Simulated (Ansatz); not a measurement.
# SiH2Cl2 (SMILES Cl[SiH2]Cl) at CAM-B3LYP/6-311+G(d,p)

Aim: the electronic atomisation energy of SiH2Cl2 at CAM-B3LYP/6-311+G**, from 4 runs. 

Program for the calculation: Ansatz 0.2.0.

47 further runs of the same task are left out: 4 that didn't finish, 43 set aside as unsound or not needed.

## Step 1: Starting point

SiH2Cl2: 5 atoms, total charge 0, spin state singlet. As SMILES, `Cl[SiH2]Cl`. The shape is that of a PBE0-D4/def2-TZVP optimisation.

Bond lengths: Cl1–Si2 2.040 Å, Si2–Cl3 2.040 Å, Si2–H4 1.476 Å, Si2–H5 1.476 Å. Angles: Cl1–Si2–Cl3 110.1°, Cl1–Si2–H4 108.5°, Cl1–Si2–H5 108.5°, Cl3–Si2–H4 108.5°, Cl3–Si2–H5 108.5°, H4–Si2–H5 112.7°.

## Step 2: A single-point energy at CAM-B3LYP/6-311+G(d,p)

input.yaml

```yaml
crystal:
  periodic: [false, false, false]
  atoms:
    - {symbol: Cl, position_ang: [-1.036100, -0.393400, 1.609300]}
    - {symbol: Si, position_ang: [0.136800, -0.071700, -0.028900]}
    - {symbol: Cl, position_ang: [-0.799200, 1.196800, -1.324000]}
    - {symbol: H, position_ang: [0.352000, -1.362200, -0.711200]}
    - {symbol: H, position_ang: [1.396500, 0.556600, 0.413400]}
basis:
  gaussian:
    orbitals: 6-311+G_st__st_-spherical.json
hamiltonian:
  xc: {name: CAM-B3LYP}
accuracy: high
output: {orbitals: {seedname: orbitals}}
```

The basis set 6-311+G** is read from a file made from the Basis Set Exchange's data (not shown).

On the command line:

```sh
$ ansatz run input.yaml --threads 1 --pin off --max-ram 3480MiB --events-out events.jsonl --progress --plain --runs-dir runs
```

Log:

```text
Warning: RAYON_NUM_THREADS=1 ignored (pool sized by the plan → 1); use --threads N
Functional definition: CAM-B3LYP
  name "CAM-B3LYP"
  parameter alpha = 0.19
  parameter beta = 0.46
  parameter omega = 0.33/bohr
  parameter ac = 0.81
  exchange = (1 - alpha - beta)*b88_x + beta*b88_x_sr(omega) + alpha*exact_x + beta*exact_x_lr(omega)
  correlation = (1 - ac)*vwn5_c + ac*lyp_c
1711 factors; integrals over basis functions are off by at most 4.4e-9 eV
442 factors; integrals over basis functions are off by at most 2.2e-9 eV
mean field evaluation 1: about -32959.1049 eV, gradient 1.4e1 eV
mean field evaluation 2: about -32959.3465 eV, gradient 1.1e1 eV
mean field evaluation 4: about -32959.5992 eV, gradient 8.9e-1 eV
mean field evaluation 8: about -32959.6836 eV, gradient 1.0e-2 eV
mean field evaluation 16: about -32959.6836 eV, gradient 3.7e-6 eV
mean field -32959.68359934 eV, -1211.2460313999 hartree, gradient 5.5e-8 eV, S^2 0.000000; 0 other end points of the search recorded, 0 dependent functions left out
reference -32959.68362039 eV, -1211.2460321734 hartree; 25, 25 occupied and 77, 77 virtual orbitals, 1711 factors
Total energy: -32959.68362039 eV, -1211.2460321734 hartree
```

It took 7.8 s on 1 thread of Arm Neoverse V2, shared host; peak memory 0.35 GiB.

## Step 3: The Cl atom

molecule.yaml

```yaml
crystal:
  periodic: [false, false, false]
  atoms:
    - {symbol: Cl, position_ang: [0.000000, 0.000000, 0.000000]}
basis:
  gaussian:
    orbitals: 6-311+G_st__st_-spherical.json
magnetization:
  spin_polarized: true
  initial_magnetization: 1
hamiltonian:
  xc: {name: CAM-B3LYP}
accuracy: high
```

The basis set 6-311+G** is read from a file made from the Basis Set Exchange's data (not shown).

On the command line:

```sh
$ ansatz run molecule.yaml --threads 1 --pin off --max-ram 3480MiB --events-out events.jsonl --progress --plain --runs-dir runs
```

Log, shortened:

```text
Warning: RAYON_NUM_THREADS=1 ignored (pool sized by the plan → 1); use --threads N
[... 8 set-up lines as earlier in the session ...]
229 factors; integrals over basis functions are off by at most 4.3e-9 eV
85 factors; integrals over basis functions are off by at most 8.2e-10 eV
mean field evaluation 1: about -12521.7088 eV, gradient 2.9e0 eV
mean field evaluation 2: about -12521.7564 eV, gradient 7.7e-1 eV
mean field evaluation 4: about -12521.7576 eV, gradient 7.9e-1 eV
mean field evaluation 8: about -12521.7612 eV, gradient 6.9e-3 eV
mean field evaluation 16: about -12521.7612 eV, gradient 7.6e-7 eV
mean field -12521.76115454 eV, -460.1662348747 hartree, gradient 7.5e-8 eV, S^2 0.751873; 0 other end points of the search recorded, 0 dependent functions left out
reference -12521.76118184 eV, -460.1662358779 hartree; 9, 8 occupied and 21, 22 virtual orbitals, 229 factors
Total energy: -12521.76118184 eV, -460.1662358779 hartree
```

It took 1.2 s on 1 thread of Arm Neoverse V2, shared host.

## Step 4: The H atom

in.yaml

```yaml
crystal:
  periodic: [false, false, false]
  atoms:
    - {symbol: H, position_ang: [0.000000, 0.000000, 0.000000]}
basis:
  gaussian:
    orbitals: 6-311+G_st__st_.json
hamiltonian:
  xc: {name: CAM-B3LYP}
magnetization:
  spin_polarized: true
  initial_magnetization: 1
accuracy: high
```

The basis set 6-311+G** is read from a file made from the Basis Set Exchange's data (not shown).

On the command line:

```sh
$ ansatz run in.yaml --threads 1 --pin off --max-ram 3480MiB --events-out events.jsonl --progress --plain --runs-dir runs
```

Log, shortened:

```text
Warning: RAYON_NUM_THREADS=1 ignored (pool sized by the plan → 1); use --threads N
[... 8 set-up lines as earlier in the session ...]
21 factors; integrals over basis functions are off by at most 2.5e-9 eV
19 factors; integrals over basis functions are off by at most 4.8e-10 eV
mean field evaluation 1: about -13.5638 eV, gradient 7.3e-1 eV
mean field evaluation 2: about -13.5717 eV, gradient 1.3e-1 eV
mean field evaluation 4: about -13.5734 eV, gradient 6.2e-3 eV
mean field evaluation 8: about -13.5734 eV, gradient 4.0e-9 eV
mean field -13.57337650 eV, -0.4988123860 hartree, gradient 8.2e-10 eV, S^2 0.750000; 0 other end points of the search recorded, 0 dependent functions left out
reference -13.57338719 eV, -0.4988127789 hartree; 1, 0 occupied and 5, 6 virtual orbitals, 21 factors
Total energy: -13.57338719 eV, -0.4988127789 hartree
```

It took 0.16 s on 1 thread of Arm Neoverse V2, shared host.

## Step 5: The Si atom

input.yaml

```yaml
crystal:
  periodic: [false, false, false]
  atoms:
    - {symbol: Si, position_ang: [0.000000, 0.000000, 0.000000]}
basis:
  gaussian: {orbitals: 6-311+G_st__st_-spherical.json}
magnetization: {spin_polarized: true, initial_magnetization: 2}
hamiltonian: {xc: {name: CAM-B3LYP}}
accuracy: high
```

The basis set 6-311+G** is read from a file made from the Basis Set Exchange's data (not shown).

On the command line:

```sh
$ ansatz run input.yaml --threads 1 --pin off --max-ram 3480MiB --events-out events.jsonl --progress --plain --runs-dir runs
```

Log, shortened:

```text
Warning: RAYON_NUM_THREADS=1 ignored (pool sized by the plan → 1); use --threads N
[... 8 set-up lines as earlier in the session ...]
230 factors; integrals over basis functions are off by at most 3.5e-9 eV
89 factors; integrals over basis functions are off by at most 1.6e-9 eV
mean field evaluation 1: about -7874.3402 eV, gradient 2.8e0 eV
mean field evaluation 2: about -7874.3967 eV, gradient 1.2e0 eV
mean field evaluation 4: about -7874.4021 eV, gradient 3.0e-1 eV
mean field evaluation 8: about -7874.4027 eV, gradient 5.2e-4 eV
mean field evaluation 16: about -7874.4027 eV, gradient 2.6e-8 eV
mean field -7874.40272046 eV, -289.3789625150 hartree, gradient 2.6e-8 eV, S^2 2.002106; 0 other end points of the search recorded, 0 dependent functions left out
reference -7874.40273153 eV, -289.3789629220 hartree; 8, 6 occupied and 22, 24 virtual orbitals, 230 factors
Total energy: -7874.40273153 eV, -289.3789629220 hartree
```

It took 0.92 s on 1 thread of Arm Neoverse V2, shared host; peak memory 0.089 GiB.

## Step 6: Outcome

At CAM-B3LYP/6-311+G**:

| quantity | value |
| --- | --- |
| molecule: total energy | -1211.24603 Eh |
| molecule: HOMO energy | -10.59 eV |
| molecule: LUMO energy | 0.47 eV |
| molecule: HOMO–LUMO gap | 11.05 eV |
| Cl atom: total energy | -460.16624 Eh |
| Cl atom: ⟨S²⟩ | 0.752 |
| H atom: total energy | -0.49881 Eh |
| H atom: ⟨S²⟩ | 0.750 |
| Si atom: total energy | -289.37896 Eh |
| Si atom: ⟨S²⟩ | 2.002 |
| electronic atomisation energy | 14.612 eV |

**Reading.** Taking the molecule apart into free atoms costs 14.61 eV (337 kcal/mol), before zero-point energy and without spin-orbit coupling.
